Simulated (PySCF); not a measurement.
# SrB: from the state search to spectroscopic constants

Aim: find the lowest electronic state of SrB, scan its bond at several levels of theory, and get bond length, wavenumber and dissociation energy from each curve.

Method: Sr def2-TZVPP with ECP28, B def2-TZVPP, scalar-relativistic core potentials; program: PySCF 2.14.0.

### 1 The job

A driver script around PySCF takes these settings:

```
atoms                         : Sr, B
charge                        : 0
basis                         : Sr def2-TZVPP with ECP28, B def2-TZVPP
Hamiltonian                   : scalar-relativistic core potentials
basis functions               : 71
electrons treated             : 15
masses in u                   : 87.9056, 11.0093
levels                        : PBE0, PBE, r²SCAN, M06-2X, M06, TPSSh, r²SCAN0, ωB97M-V, HF, MP2, SCS-MP2, CCSD, CCSD(T)
grid                          : 80 radial by 434 angular points
occupations                   : held fixed by the projection of orbital angular momentum
dissociation limit            : Sr + B, each in its ground configuration
starting distance in angstrom : 2.525
values of 2S to try           : 1, 3
```

Command:

```bash
$ OMP_NUM_THREADS=1 python dia.py task.json out
```

After this run come: First curve: PBE0; Other states along the same grid; PBE (GGA); r²SCAN (meta-GGA); M06-2X; M06 (hybrid meta-GGA); TPSSh (hybrid meta-GGA); r²SCAN0; ωB97M-V; ROHF; Correlated methods on the Hartree–Fock reference.

What does the calculation give? Wanted: for each run, Re; ωe; De; μ.

As calculated:

Lowest PBE0 solution found, without spin–orbit coupling: ⁴Σ⁻ (quartet), unpaired electrons σ ↑, π ↑↑. State 2 has its PBE0 minimum 0.01 eV higher, as a spin-mixed determinant (⟨S²⟩ = 1.47), so this is no gap between pure states. State 3 has its PBE0 minimum 0.23 eV higher. State 4 has its PBE0 minimum 0.23 eV higher, as a spin-mixed determinant (⟨S²⟩ = 1.77), so this is no gap between pure states. The other levels ran on the lowest alone.

| level | Re (Å) | ωe (cm⁻¹) | De (eV) | μ (D) |
| --- | --- | --- | --- | --- |
| ROHF | 2.560 | 390 | 0.52 | -3.35 |
| ROHF-MP2 | 2.491 | 404 | 0.462 | n/a |
| ROHF-SCS-MP2 | 2.504 | 400 | 0.224 | n/a |
| ROHF-CCSD | 2.503 | 403 | 0.396 | n/a |
| ROHF-CCSD(T) | 2.497 | 404 | 0.450 | n/a |
| PBE | 2.445 | 433 | 1.22 | -5.46 |
| r²SCAN | 2.451 | 430 | 1.42 | -5.47 |
| TPSSh | 2.452 | 436 | 1.09 | -5.31 |
| PBE0 | 2.445 | 432 | 1.03 | -5.16 |
| r²SCAN0 | 2.459 | 422 | 1.16 | -5.06 |
| M06-2X | 2.486 | 399 | 0.53 | -4.58 |
| ωB97M-V | 2.480 | 404 | 0.463 | -4.45 |

De is counted to Sr + B in their ground configurations. A positive dipole means Sr(−)B(+). No constants: M06 (the points don't follow one smooth fit).

Differences from CCSD(T) in the same basis:

| level | Re (mÅ) | ωe (%) |
| --- | --- | --- |
| ROHF | +63 | -3.4 |
| ROHF-MP2 | -6 | -0.2 |
| ROHF-SCS-MP2 | +7 | -1.2 |
| ROHF-CCSD | +6 | -0.4 |
| PBE | -51 | +7.0 |
| r²SCAN | -46 | +6.3 |
| TPSSh | -45 | +7.8 |
| PBE0 | -52 | +6.9 |
| r²SCAN0 | -38 | +4.3 |
| M06-2X | -11 | -1.4 |
| ωB97M-V | -17 | -0.1 |

**Reading.** Judged by CCSD(T) in the same basis: best bond length ROHF-MP2 and ROHF-CCSD (6 mÅ off), worst ROHF (+63 mÅ); best wavenumber ωB97M-V (-0.1 %), worst TPSSh (+7.8 %). Of the levels with a De here, ROHF-SCS-MP2 gives the least (0.224 eV) and r²SCAN the most (1.42 eV).

Correlated steps freeze 1 core orbital. Spin–orbit coupling is left out.
